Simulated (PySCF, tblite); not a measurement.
# C₄H₇BSi: vibronic structure

Wanted: vibronic structure for C₄H₇BSi (`[SiH3]C1=CBC=C1`).

Computed with tblite 0.8.0 and PySCF 2.14.0 and routines of our own; the level stands in each step. Atoms count from 0.

### 1 The system as given

13 atoms, charge 0, multiplicity 1; geometry from: force field or distance geometry start.

### 2 Relaxing the molecule with GFN2-xTB

The job: settings as JSON, then the geometry in Å.

```
{"job": {"kind": "relax", "xc": "GFN2-xTB", "basis": "xTB"}, "charge": 0, "multiplicity": 1}
Si     2.157300     0.093100     0.010600
C      0.306700    -0.032400     0.037300
C     -0.342100    -1.188700     0.087200
B     -1.862300    -0.833000     0.024000
C     -1.864100     0.705500    -0.052800
C     -0.604000     1.105800    -0.053400
H      2.558200     1.383500     0.595300
H      2.620900     0.026800    -1.376700
H      2.741400    -1.010400     0.787200
H      0.091500    -2.170800     0.131600
H     -2.786500    -1.580000     0.021100
H     -2.725800     1.357700    -0.127500
H     -0.295500     2.143300    -0.101500
```

The run is started by

```
$ OMP_NUM_THREADS=1 python excited_run.py task.json out
```

This one command runs all jobs of the session in turn.

What it wrote:

```text
step      E/eV     max force
  0    -408.14734    1.557
  1    -408.21654    0.807
  2    -408.23814    0.373
  3    -408.24775    0.296
  4    -408.25414    0.250
  5    -408.25885    0.233
  6    -408.26170    0.140
  7    -408.26305    0.101
  8    -408.26401    0.095
  9    -408.26507    0.070
 10    -408.26573    0.055
 11    -408.26606    0.068
 12    -408.26635    0.072
 13    -408.26675    0.061
 14    -408.26717    0.060
 15    -408.26752    0.051
 16    -408.26779    0.050
 17    -408.26808    0.054
 18    -408.26835    0.039
 19    -408.26854    0.037
 20    -408.26866    0.035
 21    -408.26879    0.042
 22    -408.26902    0.059
 23    -408.26940    0.072
 24    -408.26985    0.060
 25    -408.27016    0.037
 26    -408.27030    0.029
 27    -408.27036    0.022
 28    -408.27042    0.018
 29    -408.27048    0.017
 30    -408.27053    0.019
 31    -408.27058    0.019
 32    -408.27062    0.014
 33    -408.27065    0.013
 34    -408.27068    0.014
 35    -408.27072    0.016
 36    -408.27076    0.018
 37    -408.27083    0.027
 38    -408.27090    0.031
 39    -408.27099    0.029
 40    -408.27112    0.035
 41    -408.27130    0.042
 42    -408.27151    0.039
 43    -408.27171    0.040
 44    -408.27190    0.039
 45    -408.27212    0.041
 46    -408.27242    0.047
 47    -408.27281    0.059
 48    -408.27329    0.068
 49    -408.27386    0.073
 50    -408.27449    0.095
 51    -408.27508    0.080
 52    -408.27555    0.049
 53    -408.27540    0.088
 54    -408.27614    0.067
 55    -408.27639    0.056
 56    -408.27714    0.049
 57    -408.27742    0.042
 58    -408.27762    0.034
 59    -408.27785    0.036
 60    -408.27797    0.036
 61    -408.27825    0.031
 62    -408.27844    0.025
 63    -408.27853    0.021
 64    -408.27858    0.019
 65    -408.27864    0.017
 66    -408.27873    0.025
 67    -408.27883    0.030
 68    -408.27891    0.027
 69    -408.27897    0.017
 70    -408.27902    0.016
 71    -408.27906    0.016
 72    -408.27911    0.021
 73    -408.27918    0.030
 74    -408.27928    0.033
 75    -408.27938    0.028
 76    -408.27948    0.022
 77    -408.27956    0.024
 78    -408.27963    0.021
 79    -408.27968    0.017
 80    -408.27973    0.026
 81    -408.27978    0.022
 82    -408.27985    0.021
 83    -408.27992    0.018
 84    -408.27996    0.017
 85    -408.27999    0.015
 86    -408.28002    0.014
 87    -408.28006    0.017
 88    -408.28010    0.016
 89    -408.28013    0.014
 90    -408.28015    0.012
 91    -408.28016    0.013
 92    -408.28019    0.015
 93    -408.28024    0.018
 94    -408.28031    0.023
 95    -408.28038    0.024
 96    -408.28044    0.018
 97    -408.28048    0.018
 98    -408.28052    0.015
 99    -408.28056    0.016
100    -408.28060    0.022
101    -408.28065    0.026
102    -408.28071    0.022
103    -408.28078    0.018
104    -408.28082    0.012
105    -408.28085    0.011
106    -408.28086    0.009
```

Wall time 0.54 s (1 thread of Arm Neoverse V1, shared host).

The steps of the relaxation: (not every step is listed)

| step | energy from step 0 (eV) | largest force (eV/Å) |
| --- | --- | --- |
| 0 | 0.0000 | 1.5571 |
| 1 | -0.0692 | 0.8066 |
| 2 | -0.0908 | 0.3733 |
| 3 | -0.1004 | 0.2962 |
| 4 | -0.1068 | 0.2497 |
| 5 | -0.1115 | 0.2335 |
| 6 | -0.1144 | 0.1399 |
| 7 | -0.1157 | 0.1009 |
| 8 | -0.1167 | 0.0953 |
| 17 | -0.1207 | 0.0545 |
| 26 | -0.1230 | 0.0286 |
| 35 | -0.1234 | 0.0158 |
| 44 | -0.1246 | 0.0388 |
| 53 | -0.1281 | 0.0877 |
| 62 | -0.1311 | 0.0251 |
| 71 | -0.1317 | 0.0165 |
| 80 | -0.1324 | 0.0263 |
| 89 | -0.1328 | 0.0140 |
| 98 | -0.1332 | 0.0153 |
| 101 | -0.1333 | 0.0257 |
| 102 | -0.1334 | 0.0224 |
| 103 | -0.1334 | 0.0177 |
| 104 | -0.1335 | 0.0124 |
| 105 | -0.1335 | 0.0114 |
| 106 | -0.1335 | 0.0088 |

Distances of close pairs at the start and the end, largest changes first:

| bond | before (Å) | after (Å) | change (Å) |
| --- | --- | --- | --- |
| C1–C5 | 1.461 | 1.498 | +0.038 |
| B3–C4 | 1.540 | 1.572 | +0.032 |
| B3–H10 | 1.188 | 1.166 | -0.023 |
| Si0–C1 | 1.855 | 1.877 | +0.022 |
| C1–C2 | 1.327 | 1.346 | +0.019 |
| C4–C5 | 1.322 | 1.335 | +0.013 |
| C2–B3 | 1.563 | 1.571 | +0.009 |
| Si0–H8 | 1.470 | 1.463 | -0.007 |

The final coordinates are the input of the step that follows.

### 3 Vibrational analysis with GFN2-xTB

The job: settings as JSON, then the geometry in Å.

```
{"job": {"kind": "ir", "xc": "GFN2-xTB", "basis": "xTB"}, "charge": 0, "multiplicity": 1}
Si     2.187669     0.117959     0.019195
C      0.322624    -0.091364     0.023870
C     -0.396958    -1.212331     0.215398
B     -1.922919    -0.851265     0.116852
C     -1.886300     0.694970    -0.165558
C     -0.603760     1.063272    -0.207253
H      2.557125     1.100764     1.044110
H      2.604837     0.620920    -1.294552
H      2.826348    -1.169598     0.293096
H      0.070457    -2.166611     0.402336
H     -2.849349    -1.550626     0.224937
H     -2.699240     1.389230    -0.308862
H     -0.214922     2.055166    -0.381297
```

What it wrote:

```text
mode    cm-1     km/mol
  1      69.2      0.16
  2     103.3      0.07
  3     177.5      0.04
  4     196.2      0.15
  5     398.6      3.12
  6     433.5      4.67
  7     533.9     53.83
  8     563.0     45.45
  9     646.8    117.90
 10     697.7      1.39
 11     771.8    179.84
 12     777.4    124.84
 13     790.9    174.16
 14     798.0     78.63
 15     799.2    317.61
 16     823.7     42.62
 17     827.0     13.48
 18     912.3     16.28
 19     912.7      0.10
 20    1048.2     67.07
 21    1105.1     14.82
 22    1111.9     18.67
 23    1204.2      7.47
 24    1280.9     12.69
 25    1578.5      2.40
 26    1601.5      9.81
 27    2227.4    412.79
 28    2235.6    202.80
 29    2267.2    303.38
 30    2683.4    175.26
 31    3072.2     42.04
 32    3087.2     55.45
 33    3094.7     76.53
```

Wall time 0.33 s (1 thread of Arm Neoverse V1, shared host).

Which atoms move in the most intense modes:

| cm⁻¹ | km/mol | atoms |
| --- | --- | --- |
| 772 | 179.8 | H6 20 %, H8 19 %, C5 16 %, H7 15 % |
| 777 | 124.8 | H8 55 %, H6 18 %, H7 18 % |
| 791 | 174.2 | H7 49 %, H6 45 % |
| 799 | 317.6 | C5 15 %, H8 15 %, Si0 14 %, C2 11 % |
| 2227 | 412.8 | H7 48 %, H6 47 % |
| 2236 | 202.8 | H6 50 %, H7 48 % |
| 2267 | 303.4 | H8 97 % |
| 2683 | 175.3 | H10 91 % |

### 4 Vibronic structure: TDDFT BHandHLYP/cc-pVDZ

The job, as its differences from that of step 3:

```diff
@@ -1,2 +1,2 @@
-{"job": {"kind": "ir", "xc": "GFN2-xTB", "basis": "xTB"}, "charge": 0, "multiplicity": 1}
+{"job": {"kind": "vib", "xc": "BHandHLYP", "basis": "cc-pVDZ", "tda": false}, "charge": 0, "multiplicity": 1}
 Si     2.187669     0.117959     0.019195
```

Method: TDDFT BHandHLYP/cc-pVDZ vertical-gradient vibronic structure (displaced harmonic oscillators, Condon), gas phase.

What it wrote:

```text
final grid: 49616 points
cycle   1  E = -470.7636448634  dE =  8.806e-01  |g| = 3.384e-01  |ddm| = 6.842e+00
cycle   2  E = -470.7790667973  dE = -1.542e-02  |g| = 2.865e-01  |ddm| = 1.191e+00
cycle   3  E = -470.7998075540  dE = -2.074e-02  |g| = 7.661e-02  |ddm| = 5.284e-01
cycle   4  E = -470.8010494021  dE = -1.242e-03  |g| = 4.127e-02  |ddm| = 1.611e-01
cycle   5  E = -470.8015163977  dE = -4.670e-04  |g| = 2.367e-03  |ddm| = 6.736e-02
cycle   6  E = -470.8015178908  dE = -1.493e-06  |g| = 9.556e-04  |ddm| = 6.718e-03
cycle   7  E = -470.8015181338  dE = -2.430e-07  |g| = 3.487e-04  |ddm| = 1.987e-03
cycle   8  E = -470.8015181634  dE = -2.959e-08  |g| = 8.754e-05  |ddm| = 6.150e-04
cycle   9  E = -470.8015181662  dE = -2.785e-09  |g| = 3.778e-05  |ddm| = 2.220e-04
cycle  10  E = -470.8015181667  dE = -4.879e-10  |g| = 1.211e-05  |ddm| = 8.123e-05
converged SCF energy = -470.8015181667

Singlet excitations (eV, f): 2.425 (0.0032)  4.382 (0.0007)  4.911 (0.0005)  5.959 (0.0003)  6.240 (0.1328)  6.775 (0.0000)

State S1  2.4255 eV  f = 0.00323  H->L 0.99
  relaxed dipole 2.236 D, largest gradient of the excitation energy 0.1164 Eh/bohr
  mode    cm-1        S   lambda/meV  Raman
   25   1578.5    1.3347     261.2   1.000
   10    697.7    2.0936     181.1   0.307
   26   1601.5    0.6116     121.4   0.472
   20   1048.2    0.5311      69.0   0.175
   21   1105.1    0.1718      23.5   0.063
   24   1280.9    0.0944      15.0   0.047
    7    533.9    0.1931      12.8   0.017
   22   1111.9    0.0661       9.1   0.025
   15    799.2    0.0867       8.6   0.017
   23   1204.2    0.0571       8.5   0.025
   11    771.8    0.0540       5.2   0.010
   17    827.0    0.0398       4.1   0.008
  reorganisation energy 0.7220 eV, total S 5.400, 0-0 1.7035 eV
  absorption maximum 2.373 eV, width 0.748 eV

State S5  6.2398 eV  f = 0.13282  H-3->L 0.82, H->L+2 0.09
  relaxed dipole 2.634 D, largest gradient of the excitation energy 0.0694 Eh/bohr
  mode    cm-1        S   lambda/meV  Raman
   25   1578.5    0.9090     177.9   1.000
   26   1601.5    0.2937      58.3   0.333
   10    697.7    0.5094      44.1   0.109
   13    790.9    0.1673      16.4   0.046
   22   1111.9    0.0685       9.4   0.037
   20   1048.2    0.0435       5.6   0.021
   21   1105.1    0.0400       5.5   0.022
   28   2235.6    0.0162       4.5   0.036
   11    771.8    0.0341       3.3   0.009
    4    196.2    0.0477       1.2   0.001
   24   1280.9    0.0069       1.1   0.005
   15    799.2    0.0100       1.0   0.003
  reorganisation energy 0.3319 eV, total S 2.187, 0-0 5.9079 eV
  absorption maximum 6.104 eV, width 0.422 eV

State T1  1.2870 eV  f = 0.00000  H->L 0.95
  relaxed dipole 1.379 D, largest gradient of the excitation energy 0.1239 Eh/bohr
  mode    cm-1        S   lambda/meV  Raman
   25   1578.5    1.6906     330.9   1.000
   10    697.7    1.6909     146.3   0.195
   26   1601.5    0.7274     144.4   0.443
   20   1048.2    0.5173      67.2   0.135
   21   1105.1    0.1864      25.5   0.054
   24   1280.9    0.1098      17.4   0.043
    7    533.9    0.2050      13.6   0.014
   23   1204.2    0.0715      10.7   0.025
   22   1111.9    0.0656       9.0   0.019
   15    799.2    0.0868       8.6   0.013
   18    912.3    0.0317       3.6   0.006
   17    827.0    0.0280       2.9   0.005
  reorganisation energy 0.7851 eV, total S 5.500, 0-0 0.5019 eV
```

Wall time 19 s (1 thread of Arm Neoverse V1, shared host); peak memory 0.62 GiB.

### 5 Results

| quantity | value |
| --- | --- |
| strongest single infrared mode (GFN2-xTB) | 2227 cm⁻¹, 413 km/mol |
| zero-point energy (GFN2-xTB) | 55.5 kcal/mol |
| S1: vertical, reorganisation, 0-0, total S (step 4, TDDFT BHandHLYP/cc-pVDZ, modes from GFN2-xTB) | 2.43, 0.72, 1.70 eV; 5.4 |
| S5: vertical, reorganisation, 0-0, total S (step 4, TDDFT BHandHLYP/cc-pVDZ, modes from GFN2-xTB) | 6.24, 0.33, 5.91 eV; 2.2 |
| T1: vertical, reorganisation, 0-0, total S (step 4, TDA BHandHLYP/cc-pVDZ, modes from GFN2-xTB) | 1.29, 0.79, 0.50 eV; 5.5 |

**Reading.** All 33 modes are real, so the xTB geometry is a minimum. The strongest single mode, at 2227 cm⁻¹, moves mainly H7 and H6. Unscaled tight-binding wavenumbers are off by several per cent, some by more. Its intensities can rank the bands wrongly. In step 4 the harmonic model is doubtful. The vibronic model keeps the ground-state modes (from xTB) and shifts them along the gradient alone, so it can miss much of the relaxation that a full optimisation finds.
